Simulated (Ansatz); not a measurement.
**AlH₇SiSn: basis-set convergence**

The task here is to estimate one member of a computed series from the others.

Computed with Ansatz 0.2.0, Gaussian basis. Level: one geometry, several basis sets.

The runs, in order: PBE0-D4/def2-SVP; ωB97M-V/def2-SVP; PBE0-D4/def2-QZVPP; ωB97M-V/def2-QZVPP; the functionals' def2-TZVPP values are taken from earlier runs.

## The relaxed structure

An earlier PBE0-D4 in a triple-zeta def2 set relaxation fixed the geometry. Sn takes the def2 core potential; no spin-orbit term is included.

SMILES `[SiH3][AlH][SnH3]`, 10 atoms, charge 0, spin multiplicity 1.

Atoms are counted from 1 here; the program's logs count them from 0.

Bond lengths: Si1–Al2 2.456 Å, Si1–H4 1.492 Å, Si1–H5 1.489 Å, Si1–H6 1.492 Å, Al2–Sn3 2.662 Å, Al2–H7 1.590 Å, Sn3–H8 1.713 Å, Sn3–H9 1.712 Å, Sn3–H10 1.713 Å. Angles: Al2–Si1–H4 109.8°, Al2–Si1–H5 114.3°, Al2–Si1–H6 109.8°, H4–Si1–H5 107.9°, H4–Si1–H6 106.9°, H5–Si1–H6 107.8°, Si1–Al2–Sn3 119.8°, Si1–Al2–H7 121.6°, Sn3–Al2–H7 118.6°, Al2–Sn3–H8 112.0°, Al2–Sn3–H9 113.4°, Al2–Sn3–H10 111.9°, H8–Sn3–H9 106.4°, H8–Sn3–H10 106.2°, H9–Sn3–H10 106.4°.

The first run:

Contents of in.yaml:

```yaml
crystal:
  periodic: [false, false, false]
  atoms:
    - {symbol: Si, position_ang: [-1.727607, 1.016859, -0.987444]}
    - {symbol: Al, position_ang: [0.630941, 0.366064, -0.771792]}
    - {symbol: Sn, position_ang: [1.403794, -1.143735, 1.279557]}
    - {symbol: H, position_ang: [-2.584512, -0.202661, -1.056026]}
    - {symbol: H, position_ang: [-2.025795, 1.852509, -2.183846]}
    - {symbol: H, position_ang: [-2.154543, 1.780133, 0.221460]}
    - {symbol: H, position_ang: [1.723199, 0.824470, -1.833143]}
    - {symbol: H, position_ang: [2.607999, -0.374345, 2.224606]}
    - {symbol: H, position_ang: [0.128429, -1.541490, 2.349762]}
    - {symbol: H, position_ang: [2.081396, -2.629005, 0.759769]}
basis:
  gaussian: {orbitals: def2-SVP}
hamiltonian: {xc: pbe0, dispersion: d4}
output: {orbitals: {seedname: orbitals}}
```

The run is started by

```console
$ ansatz run in.yaml --threads 2 --pin off --events-out ev --progress --plain --max-ram 4352MiB
```

Among the steps run: PBE0-D4 in def2-SVP; ωB97M-V in def2-SVP; PBE0-D4 in def2-QZVPP; ωB97M-V in def2-QZVPP.

One of the session's tables, all rows but one given; the rest of the session is left out.

It belongs to the step «Functionals by basis». 

```
functional       basis  HOMO (eV)  LUMO (eV)
   PBE0-D4    def2-SVP      -7.19      -2.50
   PBE0-D4  def2-TZVPP          ?          ?
   PBE0-D4  def2-QZVPP      -7.16      -2.51
   ωB97M-V    def2-SVP      -9.03      -0.81
   ωB97M-V  def2-TZVPP      -9.05      -0.86
   ωB97M-V  def2-QZVPP      -9.05      -0.91
```

**Question.** Estimate the row for PBE0-D4, def2-TZVPP.

**Answer.** HOMO (eV): -7.16; LUMO (eV): -2.50.
